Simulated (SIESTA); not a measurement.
# TaVN2 under changes of volume

One of the cells (9.790 Å³/atom); the others are scaled copies at fixed shape and fractional positions:

```
CELL_PARAMETERS angstrom
3.02940 0.00000 0.00000
0.00000 3.02940 0.00000
0.00000 0.00000 4.26723
ATOMIC_POSITIONS crystal
Ta 0.00000 0.00000 0.00000
V 0.50000 0.50000 0.50000
N 0.50000 0.50000 0.00000
N 0.00000 0.00000 0.50000
```

The cell comes from a database or a generator and needn't be the stable form of this composition.

- Program: SIESTA 5.4.2
- Functional: PBEsol
- Potentials or basis: PseudoDojo 0.4 standard (PBEsol files)
- Basis: DZP (energy shift 0.003 Ry; two zetas on semicore shells)
- Grid cutoff: 800 Ry
- Energy shift: 0.003 Ry
- k mesh: 9 × 9 × 6
- Occupations: fermi-dirac, width 0.05 eV
- Spin: collinear spin, ferromagnetic start
- Starting moments: [0.0, 2.0, 0.0, 0.0] μB

```tsv
volume (Å³/atom)	energy over the lowest point (meV/atom)	pressure (GPa)	moment (μB per cell)
9.391	19.17	15.4	0.70
9.591	4.92	7.6	0.84
9.790	0.00	0.5	0.95
10.190	?	?	?
10.390	30.94	-16.1	1.31
```

Problem. What does the run at 10.190 Å³/atom give?

Solution. Energy over the lowest point 13.87 meV/atom; pressure -11.1 GPa; moment 1.19 μB per cell.

Worked out: A Birch-Murnaghan fit of order 2 (a polynomial in V^(-2/3)) to the other rows has its minimum at 9.81 Å³/atom with B0 = V·E''(V) = 320 GPa at fixed shape and positions, which overstates the stiffness. It gives 13.66 meV/atom at 10.190 Å³/atom, against the run's 13.87, and -dE/dV = -11.2 GPa, against -11.1. A straight line through the other rows of the moment, of slope 0.604 μB per Å³/atom, gives 1.19 μB, against the run's 1.19.

Energies are extrapolated to zero smearing.

Caveats: short orbitals over semicore shells can move pressures by several GPa; the basis of atomic orbitals isn't converged, which shifts pressures, moduli and gaps.
